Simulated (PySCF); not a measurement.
# C3H6BrNSi: magnetic properties

Wanted: magnetic properties for C3H6BrNSi (`[H]/N=C\C(=C)[SiH2]Br`).

Computed with PySCF 2.14.0 and routines of our own; the level stands in each step. Atoms count from 0.

### 1 The system as given

12 atoms, charge 0, multiplicity 1; geometry from: GFN2-xTB.

### 2 Relaxing the molecule at PBE0-D3(BJ)/def2-SVP

The job: settings as JSON, then the geometry in Å.

```
{"job": {"xc": "PBE0", "basis": "def2-SVP", "d3": "d3bj", "grid": 1, "kind": "geom"}, "charge": 0, "multiplicity": 1}
C      0.091646     1.520976    -0.909119
C     -0.105613     0.342087    -0.316873
C     -1.458055    -0.225852    -0.287233
N     -1.869760    -1.249311     0.314209
Si     1.326935    -0.598391     0.476470
Br     1.181109    -0.395995     2.689451
H      1.061770     1.988768    -0.955137
H     -0.718759     2.070834    -1.364872
H     -2.203491     0.317575    -0.865178
H     -1.177262    -1.751780     0.869382
H      2.596221     0.009780     0.112281
H      1.276457    -2.029377     0.210591
```

Run with:

```bash
> OMP_NUM_THREADS=1 python excited_run.py task.json out
```

This one command runs all jobs of the session in turn.

The program printed:

```text
step   0  E = -3035.18524868  max force = 0.015583
step   1  E = -3035.18817008  max force = 0.003011
step   2  E = -3035.18827074  max force = 0.002196
step   3  E = -3035.18824505  max force = 0.004305
step   4  E = -3035.18837960  max force = 0.000493
step   5  E = -3035.18840385  max force = 0.000573
step   6  E = -3035.18844877  max force = 0.000630
step   7  E = -3035.18847135  max force = 0.000378
step   8  E = -3035.18847314  max force = 0.000197
optimisation converged
```

Wall time 90 s (1 thread of Arm Neoverse N1, shared host); peak memory 0.61 GiB.

Along the way:

| step | energy from step 0 (eV) | largest force component (eV/Å) |
| --- | --- | --- |
| 0 | 0.0000 | 0.8013 |
| 1 | -0.0795 | 0.1548 |
| 2 | -0.0822 | 0.1129 |
| 3 | -0.0815 | 0.2214 |
| 4 | -0.0852 | 0.0254 |
| 5 | -0.0859 | 0.0295 |
| 6 | -0.0871 | 0.0324 |
| 7 | -0.0877 | 0.0194 |
| 8 | -0.0877 | 0.0101 |

Distances of close pairs at the start and the end, largest changes first:

| bond | before (Å) | after (Å) | change (Å) |
| --- | --- | --- | --- |
| Si4–H10 | 1.454 | 1.488 | +0.034 |
| Si4–H11 | 1.456 | 1.490 | +0.033 |
| C2–H8 | 1.089 | 1.106 | +0.017 |
| C0–H7 | 1.080 | 1.097 | +0.017 |
| C0–H6 | 1.078 | 1.094 | +0.016 |
| C2–N3 | 1.256 | 1.270 | +0.013 |
| C1–Si4 | 1.888 | 1.876 | -0.013 |
| C0–C1 | 1.334 | 1.345 | +0.011 |

The end geometry stands in the next job.

| at the end point | value |
| --- | --- |
| point group (found at 0.08 Å tolerance) | C1 |
| rotational constants (GHz, main isotopes) | 2.983, 1.072, 0.886 |
| dipole moment (D) | 3.19 |

### 3 Magnetic properties: GIAO PBE0/pcSseg-1

The job: settings as JSON, then the geometry in Å.

```
{"job": {"kind": "mag", "xc": "PBE0", "basis": "pcSseg-1", "isotopologues": 2}, "charge": 0, "multiplicity": 1}
C      0.409802     1.026112    -0.340932
C      0.156544    -0.084858     0.374025
C     -1.220506    -0.618547     0.426502
N     -1.665413    -1.590708     1.111212
Si     1.576233    -0.951796     1.240569
Br     1.262180    -0.949292     3.451707
H      1.408959     1.466674    -0.407842
H     -0.390032     1.539801    -0.888760
H     -1.942925    -0.087657    -0.220980
H     -0.933570    -2.010966     1.696609
H      2.836622    -0.219620     0.942332
H      1.676329    -2.379190     0.825921
```

Method: GIAO PBE0/pcSseg-1 magnetisability, rotational g tensor and spin-rotation constants, non-relativistic, gas phase.

The program printed:

```text
coarse grid: 49240 points
cycle   1  E = -3035.3523039993  dE = -6.512e-01  |g| = 7.713e-01  |ddm| = 3.313e+00
cycle   2  E = -3035.3171330043  dE =  3.517e-02  |g| = 6.502e-01  |ddm| = 1.163e+00
cycle   3  E = -3035.3741987334  dE = -5.707e-02  |g| = 3.487e-01  |ddm| = 9.610e-01
cycle   4  E = -3035.4000959953  dE = -2.590e-02  |g| = 6.224e-02  |ddm| = 3.130e-01
cycle   5  E = -3035.4009366365  dE = -8.406e-04  |g| = 1.363e-02  |ddm| = 7.480e-02
cycle   6  E = -3035.4009865463  dE = -4.991e-05  |g| = 2.709e-03  |ddm| = 1.595e-02
cycle   7  E = -3035.4009875045  dE = -9.583e-07  |g| = 1.346e-03  |ddm| = 3.466e-03
final grid: 101848 points
cycle   8  E = -3035.4009879998  dE =  9.291e-07  |g| = 2.377e-03  |ddm| = 3.318e-03
cycle   9  E = -3035.4009846205  dE =  3.379e-06  |g| = 4.362e-03  |ddm| = 5.495e-03
cycle  10  E = -3035.4009894178  dE = -4.797e-06  |g| = 2.070e-04  |ddm| = 3.576e-03
cycle  11  E = -3035.4009894270  dE = -9.167e-09  |g| = 3.112e-05  |ddm| = 2.207e-04
cycle  12  E = -3035.4009894272  dE = -2.365e-10  |g| = 8.816e-06  |ddm| = 4.132e-05
converged SCF energy = -3035.4009894272

Magnetisability tensor (1e-30 J/T^2)
    -1115.95       16.82       67.93
       16.82    -1170.82     -175.23
       67.93     -175.23    -1334.23
isotropic -1207.00   principal values   -1458.75  -1112.16  -1050.08
isotropic susceptibility -72.687 1e-6 cm^3/mol

Inertial axes            a          b          c
rot. const./GHz      2.9825     1.0719     0.8856
chi total           -70.254    -67.618    -80.190
chi diamagnetic    -516.396  -1130.975  -1365.460
chi paramagnetic    446.142   1063.357   1285.271
quadrupole/D A        4.356     -5.469      1.114
g nuclear            0.5776     0.5200     0.5256
g electronic        -0.6251    -0.5355    -0.5347
g total             -0.0475    -0.0155    -0.0092

Spin-rotation constants (kHz, H = +C I.J)
atom  isotope        aa         bb         cc
  3    14N        0.819      0.218      0.083
  5   79Br        1.333      0.805      0.612
  6     1H       -0.266      0.096     -0.097
  7     1H        0.133     -0.092     -0.064
  8     1H        0.229     -0.090     -0.060
  9     1H        0.377     -0.094     -0.071
 10     1H       -0.254      0.049     -0.078
 11     1H       -0.258     -0.081      0.039
  0    13C*       1.073      0.487      0.183
  1    13C*       1.105      0.484      0.197
  2    13C*       1.425      0.435      0.234
  4   29Si*      -1.743     -0.647     -0.570
* in the singly substituted isotopologue

Isotopologues: g along a, b, c
2H    at 6,7,8,9,10,11     -0.0421    -0.0144    -0.0084
13C   at 0                 -0.0472    -0.0153    -0.0090
```

It took 49 s on 1 thread of Arm Neoverse N1, shared host; peak memory 0.76 GiB.

From this job:

| quantity | value |
| --- | --- |
| magnetisability | -1207·10⁻³⁰ J/T² |
| molar susceptibility | -72.7·10⁻⁶ cm³/mol |
| rotational g (a, b, c) | -0.0475, -0.0155, -0.0092 |

The fields below are evaluated on a grid from the run's orbitals.

Frontier orbitals at PBE0/pcSseg-1, with the share of their density that lies nearest to each atom:

| orbital | energy (eV) | lies on |
| --- | --- | --- |
| HOMO | -7.80 | N3 56 %; H9 10 %; C1 9 % |
| LUMO | -1.87 | C0 30 %; C1 19 %; N3 16 % |

ELF in a plane through or near 10 of the atoms.

Ten even steps from '0' (0.00) to '9' (1.00):
```
0000000000000000000000000000
0000000000001100000000000000
0000000000047753000000000000
0000000000389985100000000000
0000000000179987653000000000
0000005872155249997000000000
0000029999758779983000000000
0000029999842521200023321000
0000003697658720001233442000
0000000000263477423544443000
0000279973566499131454332000
0000799993277586274132111000
0000699992534223212421000000
0000035448997204999930000000
0000000049999305999961000000
0000000039998103999972000000
0000000005771001799720000000
0000000000000000000000000000
0000000000000000000000000000
0000000000000000000000000000
```
The map spans 10.3 Å across and 9.8 Å up, centred on the molecule. Atoms in the plane (x, y in Å): C0 (-1.4, -1.1), C1 (-0.4, -0.2), C2 (-0.8, 1.3), N3 (-0.1, 2.3), Si4 (1.4, -0.7), H6 (-1.1, -2.2), H7 (-2.4, -0.9), H8 (-1.9, 1.4), H9 (0.9, 2.1), H10 (1.5, -2.1).

On the surface of density 0.002 e/bohr³ the electrostatic potential runs, from the 1st to the 99th percentile, from -1.83 V near N3 to 1.35 V near H6.

### 4 Results

| quantity | value |
| --- | --- |
| point group | C1 |
| rotational constants (main isotopes) | 2.98, 1.07, 0.89 GHz |
| magnetisability (step 3, GIAO PBE0/pcSseg-1) | -1207·10⁻³⁰ J/T² |
| molar susceptibility (step 3, GIAO PBE0/pcSseg-1) | -72.7·10⁻⁶ cm³/mol |
| rotational g (a, b, c) (step 3, GIAO PBE0/pcSseg-1) | -0.0475, -0.0155, -0.0092 |
| surface potential, 1st and 99th percentile | -1.83 V and 1.35 V |

In words: The optimisation took 8 steps and gained 0.088 eV; among the close pairs (by a distance rule), Si4–H10 changed most, from 1.454 to 1.488 Å. Steps that list no spin-orbit terms leave them out, which matters at and beside the heavy atoms. At PBE0/pcSseg-1, counted by nearest atom on the grid, the HOMO lies on N3 56 %; H9 10 %, the LUMO on C0 30 %; C1 19 %. Vibrational averaging and real surroundings are missing from these values.
